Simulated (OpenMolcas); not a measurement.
# C2H4FGa (SMILES C=[CH][GaH][F]) at 6 levels

Aim: a comparison of 6 runs (B2PLYP/cc-pVDZ, B3LYP/cc-pVDZ, M06-L/cc-pVDZ, PBE/cc-pVDZ, SVWN5/cc-pVDZ, CCSD(T)/cc-pVDZ) of C2H4FGa. 

The calculation is run with OpenMolcas 26.06.

1 further run of the same task is left out (set aside as unsound or not needed).

## Step 1: Starting point

C2H4FGa has 8 atoms, charge 0, and is taken as a singlet. As SMILES, `C=[CH][GaH][F]`. Geometry: relaxed at PBE0-D4/def2-TZVP. This is one conformer, not always the lowest.

Bond lengths: C1–C2 1.332 Å, C2–Ga3 1.936 Å, Ga3–F4 1.763 Å, C1–H5 1.088 Å, C1–H6 1.088 Å, C2–H7 1.087 Å, Ga3–H8 1.557 Å. Angles: C1–C2–Ga3 120.9°, C2–Ga3–F4 115.4°, C1–C2–H7 118.8°, Ga3–C2–H7 120.3°, C2–C1–H5 122.2°, C2–C1–H6 122.3°, C2–Ga3–H8 129.9°, F4–Ga3–H8 114.7°, H5–C1–H6 115.5°.

## Step 2: A single-point energy at B2PLYP/cc-pVDZ (run 1)

job.input reads:

```
* C2H4FGa Kohn-Sham DFT

&GATEWAY
  BasLib=$CurrDir
  Coord
  8
  angstrom
  C       -0.837100       1.175400       0.060900
  C        0.342600       0.569500      -0.065000
  Ga       0.481700      -1.360200      -0.007600
  F        2.110500      -2.006100      -0.199600
  H       -1.762100       0.620500       0.200100
  H       -0.941100       2.257800       0.031600
  H        1.232300       1.179600      -0.202300
  H       -0.626900      -2.436700       0.182000
  Basis=cc-pVDZ
  Group=NoSym

&SEWARD
  GridInput
  Grid=UltraFine
  End of Grid

&SCF
  KSDFT=B2PLYP_SCF
  Thresholds=1e-10 1e-07 1e-07 1e-05
  PrOrbitals=1 1

&MBPT2
  Frozen=12
```

The basis set cc-pVDZ is read from a file made from the Basis Set Exchange's data (not shown).

Run with:

```sh
export MOLCAS_MEM=1860
pymolcas job.input > job.log
```

Output:

```text
--- Start Module: gateway ---
[...]
--- Stop Module: gateway /rc=_RC_ALL_IS_WELL_ ---
[...]
      Basis functions           89
[...]
--- Start Module: scf ---
[...]
       Convergence after  16 Iterations
[...]
::    Total KS-DFT energy                           -2102.5448560293
[...]
      Total spin, S                                     0.0000000000
[...]
      Total electronic charge=   56.000000
      Total            charge=   -0.000000
[...]
      Dipole Moment (debye):
      Origin of the operator (angstrom)=    0.5627   -0.9425   -0.0358
                   X= -2.3753E+00               Y=  1.7909E+00               Z=  2.4586E-01           Total=  2.9849E+00
      Quadrupole Moment (debye*angstrom):
[...]
--- Stop Module: scf /rc=_RC_ALL_IS_WELL_ ---
[...]
--- Start Module: mbpt2 ---
[...]
 ###    WARNING: MP2 implementation intended for RHF references only         ###
 ###############################################################################
MBPT2 WARNING: Reference function according to RunFile:KS-DFT
I'll assume you know what you're doing and continue
WARNING!
Default frozen orbitals as non valence orbitals is overwritten by user input.
Default values:  17
[...]
       Reference weight ( Cref**2 )         =        0.78066
::    Total MBPT2 energy                            -2103.2086063183
[...]
      Total MBPT2 calculations                           0.40      0.46
--- Stop Module: mbpt2 /rc=_RC_ALL_IS_WELL_ ---
[...]
```

Run time: 42 s. Hardware: 1 thread of Intel Xeon Platinum 8259CL at 2.50GHz (Skylake/Cascade Lake), shared host; peak memory 0.49 GiB.

## Step 3: Energy and forces at B3LYP/cc-pVDZ (run 2)

input.xyz reads:

```xyz
8

C     -0.837100     1.175400     0.060900
C      0.342600     0.569500    -0.065000
Ga     0.481700    -1.360200    -0.007600
F      2.110500    -2.006100    -0.199600
H     -1.762100     0.620500     0.200100
H     -0.941100     2.257800     0.031600
H      1.232300     1.179600    -0.202300
H     -0.626900    -2.436700     0.182000
```

job.inp reads:

```
* C2H4FGa Kohn-Sham DFT

&GATEWAY
  BasLib = $CurrDir
  Coord = input.xyz
  Basis = cc-pVDZ
  Group = NoSym

&SEWARD
  GridInput
  Grid=UltraFine
  End of Grid

&SCF
  KSDFT = B3LYP
  Thresholds = 1e-10 1e-07 1e-07 1e-05
  PrOrbitals = 1

&ALASKA
```

The basis set cc-pVDZ is read from a file made from the Basis Set Exchange's data (not shown).

Run with:

```sh
export MOLCAS_MEM=1860
pymolcas job.inp > job.log
```

Output:

```text
--- Start Module: gateway ---
[...]
--- Stop Module: gateway /rc=_RC_ALL_IS_WELL_ ---
[...]
      Basis functions           89
[...]
--- Start Module: scf ---
[...]
       Convergence after  14 Iterations
[...]
::    Total KS-DFT energy                           -2103.3465450151
[...]
      Total spin, S                                     0.0000000000
[...]
      Total electronic charge=   56.000000
      Total            charge=   -0.000000
[...]
      Dipole Moment (debye):
      Origin of the operator (angstrom)=    0.5627   -0.9425   -0.0358
                   X= -2.1613E+00               Y=  1.7358E+00               Z=  2.1945E-01           Total=  2.7808E+00
      Quadrupole Moment (debye*angstrom):
[...]
 *              Molecular gradients               *
 **************************************************
  Irreducible representation: a
 ------------------------------------------------------------------------------------------
                              X                       Y                       Z
 ------------------------------------------------------------------------------------------
  C1                6.17528601107686E-03   -3.50549435360925E-03   -6.67125530077861E-04
  C2               -5.80579939273562E-03    4.97045021105791E-03    5.50688514278308E-04
  GA3               6.57483333841924E-03   -3.75730191166213E-04   -8.47194247714178E-04
  F4               -9.31684912355735E-03    4.05184448857732E-03    1.06643530739436E-03
  H5                5.41294602439191E-03    3.16442235352477E-03   -8.27429744421959E-04
  H6                8.32625632979034E-04   -6.47441236987056E-03    1.64805429345466E-04
  H7               -5.50810471896668E-03   -3.34337255727357E-03    8.29784417226920E-04
  H8                1.63506222831611E-03    1.51229241877537E-03   -2.69964146038859E-04
[...]
```

Wall time 51 s (1 thread of Intel Xeon Platinum 8259CL at 2.50GHz (Skylake/Cascade Lake), shared host); peak memory 0.49 GiB.

Runs 3 to 5 aren't shown in full; the table further down has their settings and results.

## Step 4: The energy at CCSD(T)/cc-pVDZ (run 6)

input.xyz is that of step 3.

run.inp reads:

```
&GATEWAY
  BasLib = $CurrDir
  Coord = input.xyz
  Basis = cc-pVDZ
  Group = NoSym

&SEWARD

&SCF
  Thresholds = 1e-10 1e-07 1e-07 1e-05
  PrOrbitals = 1

&RASSCF
  FileOrb = $Project.ScfOrb
  Spin = 1
  Nactel = 0 0 0
  Inactive = 28
  Ras2 = 0
  OutOrbitals = Canonical
  OrbListing = Nothing

&MOTRA
  JobIph
  Frozen = 12

&CCSDT
  CCT
  Triples = 2
  Iterations = 80
  Accuracy = 1e-08
  Extrapolation = 5 4
```

The basis set cc-pVDZ is read from a file made from the Basis Set Exchange's data (not shown).

Run with:

```sh
export MOLCAS_MEM=1860
pymolcas run.inp > run.log
```

Output:

```text
--- Start Module: gateway ---
[...]
--- Stop Module: gateway /rc=_RC_ALL_IS_WELL_ ---
[...]
      Basis functions           89
[...]
       Convergence after  13 Iterations
[...]
::    Total SCF energy                              -2100.7419564425
[...]
      Total spin, S                                     0.0000000000
[...]
      Number of active orbitals                  0
[...]
      Spin quantum number                      0.0
[...]
      Active orbitals                            0
[...]
      Number of CSFs                             1
[...]
      Number of root(s) required                 1
[...]
      Convergence after  4 iterations
[...]
      Natural orbitals and occupation numbers for root  1
      ************************************************************************************************************************
      *                                                    Final results                                                     *
      ************************************************************************************************************************
[...]
::    RASSCF root number  1 Total energy:  -2100.74195644
[...]
      Total electronic charge=   56.000000
      Total            charge=   -0.000000
[...]
      Dipole Moment (debye):
      Origin of the operator (angstrom)=    0.5627   -0.9425   -0.0358
                   X= -2.5981E+00               Y=  1.8686E+00               Z=  2.7249E-01           Total=  3.2119E+00
      Quadrupole Moment (debye*angstrom):
[...]
--- Start Module: motra ---
[...]
--- Stop Module: motra /rc=_RC_ALL_IS_WELL_ ---
[...]
--- Start Module: ccsdt ---
[...]
      Convergence after                    17  Iterations
      Total energy (diff) :   -2101.31330841      -0.00000000
[...]
 METHOD                       : CCSD+T(CCSD)+<T3(1)WT1> = CCSD(T)
[...]
       CCSD     =     -2101.3133084117626
[...]
```

It took 2 min on 1 thread of Intel Xeon Platinum 8259CL at 2.50GHz (Skylake/Cascade Lake), shared host; peak memory 0.49 GiB.

## Step 5: The series

```csv
run,level,task,frozen core orbitals,energy (Eh),dipole moment (D) of the reference,HOMO energy (eV),LUMO energy (eV),wall time
1,B2PLYP/cc-pVDZ,energy,12,-2102.724069,2.98,-9.25,-0.40,42 s
2,B3LYP/cc-pVDZ,gradient,–,-2103.346545,2.78,-8.09,-1.76,51 s
3,M06-L/cc-pVDZ,gradient,–,-2103.220257,2.72,-7.18,-2.12,70 s
4,PBE/cc-pVDZ,gradient,–,-2102.793827,2.62,-6.91,-2.37,52 s
5,SVWN5/cc-pVDZ,gradient,–,-2098.889591,2.69,-7.01,-2.61,36 s
6,CCSD(T)/cc-pVDZ,energy,12,-2101.330095,3.21,-10.78,1.48,2 min
```

## Step 6: Outcome

| quantity | value |
| --- | --- |
| run 6: total energy | -2101.33010 Eh |
| run 6: dipole moment (mean-field density) | 3.21 D |
| run 6: HOMO energy (Hartree–Fock orbitals) | -10.78 eV |
| run 6: LUMO energy (Hartree–Fock orbitals) | 1.48 eV |
| run 6: HOMO–LUMO gap (Hartree–Fock orbitals) | 12.26 eV |
| run 6: correlation energy (12 core orbitals frozen) | -588.1 mEh |
| run 6: (T) correction | -16.79 mEh |

Over runs 1, 2, 3, 4, 5 the dipole moment (its size) runs from 2.62 D (PBE/cc-pVDZ) to 2.98 D (B2PLYP/cc-pVDZ). A double hybrid's value is that of its SCF part. Over runs 1, 2, 3, 4, 5 the HOMO–LUMO gap runs from 4.40 eV (SVWN5/cc-pVDZ) to 8.85 eV (B2PLYP/cc-pVDZ). For B2PLYP the log adds the whole second-order term; the table takes 0.27 of it, as the functional is defined. Totals of different functionals can't be ranked against each other. All runs together took 6.2 min, the longest 2 min.
